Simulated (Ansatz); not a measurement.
This was printed by a script on Ansatz 0.2.0, Python API, for a convergence test of the plane-wave cutoff of Si2W, space group I4/mmm. What did the script look like? Use (first run): PBE, PAW, cutoff 300 eV, 13×13×13 k-points, Fermi-Dirac smearing of 0.15 eV. The script varies cutoff (eV): 300, 375, 450, 525.

```xyz
3
Lattice="-1.6069 1.6069 3.9150 1.6069 -1.6069 3.9150 1.6069 1.6069 -3.9150" Properties=species:S:1:pos:R:3 pbc="T T T"
Si    0.0000    0.0000    2.6207
Si    0.0000    0.0000    5.2092
W     0.0000    0.0000    0.0000
```

```console
$ python ecut.py
DeckWarning: basis.ecutwfc = 300 eV is below the records' recommended 420 eV, and the density's cutoff is lower with it unless basis.ecutrho_ratio is high enough to keep the records' density cutoff: compare with a run at a higher cutoff
DeckWarning: basis.ecutwfc = 375 eV is below the records' recommended 420 eV, and the density's cutoff is lower with it unless basis.ecutrho_ratio is high enough to keep the records' density cutoff: compare with a run at a higher cutoff
 cutoff (eV)   F/atom (eV)    iterations   plane waves
         300   -3885.79593             6           455
         375   -3885.82106             6           649
         450   -3885.82256             6           897
         525   -3885.82275             6          1083
300: +26.81 meV/atom
375: +1.68 meV/atom  (within 2 meV)
450: +0.18 meV/atom  (within 2 meV)
```
(Warnings from the package without file and line.)

One script that gives this output:

The script, `ecut.py`:
```python
"""Convergence of Si2W with the plane-wave cutoff."""

import ansatz as az

system = (
    az.Lattice.from_parameters(3.2138, 3.2138, 7.8299, alpha=90, beta=90, gamma=90)
    .space_group(139, hermann_mauguin="I4/mmm")
    .atom("Si", (0.0, 0.0, 0.3347))
    .atom("W", (0.0, 0.0, 0.0))
    .primitive()
)

job = system.calculation()
job = job.kpoints(mesh=(13, 13, 13))
job = job.occupations(az.OccupationsMethod.FERMI_DIRAC, width=0.15).functional("pbe")

rows = []
for value in [300, 375, 450, 525]:
    r = job.basis(value).run().report
    rows.append((value, r["free_energy_ev"] / len(r["lattice"]["sites"]), r["n_iterations"], r["n_pw"]))

print(" cutoff (eV)   F/atom (eV)    iterations   plane waves")
for row in rows:
    print(f"{str(row[0]):>12s}  {row[1]:12.5f}  {row[2]:12d}  {row[3]:12d}")

# the last row is the reference
for row in rows[:-1]:
    shift = 1000 * (row[1] - rows[-1][1])
    print(f"{row[0]}: {shift:+.2f} meV/atom" + ("  (within 2 meV)" if abs(shift) < 2 else ""))
```

From 375 eV on it stays within 2 meV an atom of the value at 525 eV; the first row (300 eV) is off by 26.8 meV and the last but one by 0.18 meV. The energy falls steadily, as expected when plane waves are added. The last run costs about 1.7 times the first.

Reading the output:
- No spin polarisation was allowed.
- Spin-orbit coupling, which matters for elements this heavy, is left out.
- The structure is a deposited one; some such entries were measured under pressure or heat, so a shift against it needn't be the functional's error alone.
- Shifts are counted from the last row, which is itself no proven limit.
- Processor time in the engine: 16 s on 1 thread of Intel(R) Xeon(R) Processor @ 2.30GHz, with other jobs on the host, peak memory 0.62 GiB.
